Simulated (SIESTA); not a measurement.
# Bi2Te3 (Tellurobismuthite) under changes of volume

One of the cells (34.549 Å³/atom); the others are scaled copies at fixed shape and fractional positions:

```
CELL_PARAMETERS angstrom
2.20752 1.27451 10.23299
-2.20752 1.27451 10.23299
0.00000 -2.54903 10.23299
ATOMIC_POSITIONS crystal
Bi 0.60000 0.60000 0.60000
Bi 0.40000 0.40000 0.40000
Te 0.79050 0.79050 0.79050
Te 0.20950 0.20950 0.20950
Te 0.00000 0.00000 0.00000
```

```yaml
Program: SIESTA 5.4.2
Functional: PBEsol
Potentials_or_basis: PseudoDojo 0.4 standard (PBEsol files)
Basis: DZP (energy shift 0.003 Ry; two zetas on semicore shells)
Grid_cutoff: 500 Ry
Energy_shift: 0.003 Ry
k_mesh: 7 × 7 × 7
Occupations: fermi-dirac, width 0.05 eV
Spin: no spin polarisation
```

```tsv
volume (Å³/atom)	energy over the lowest point (meV/atom)	pressure (GPa)	gap on the mesh (eV)	largest force (eV/Å)
31.839	24.09	4.0	0.18	0.538
32.517	?	?	?	?
33.194	1.89	1.3	0.21	0.241
34.549	0.00	-0.8	0.24	0.065
35.226	5.38	-1.7	0.26	0.128
35.904	14.37	-2.5	0.27	0.239
```

Question: What does the run at 32.517 Å³/atom give?

Answer: Energy over the lowest point 10.16 meV/atom; pressure 2.6 GPa; gap on the mesh 0.20 eV; largest force 0.373 eV/Å.

Worked out: A Birch-Murnaghan fit of order 3 (a polynomial in V^(-2/3)) to the other rows has its minimum at 34.00 Å³/atom with B0 = V·E''(V) = 53 GPa and B' = 4.6 at fixed shape and positions, which overstates the stiffness. It gives 10.15 meV/atom at 32.517 Å³/atom, against the run's 10.16, and -dE/dV = 2.6 GPa, against 2.6. A straight line through the other rows of the gap, of slope 0.766 eV per unit of ln V (its deformation potential), gives 0.20 eV, against the run's 0.20.

Energies are extrapolated to zero smearing.

Caveats: spin-orbit coupling is left out, which as a rule narrows the gap of such compounds by several tenths of an eV; an odd mesh through Γ misses points on the zone boundary, where band edges often lie; the basis of atomic orbitals isn't converged, which shifts pressures, moduli and gaps.
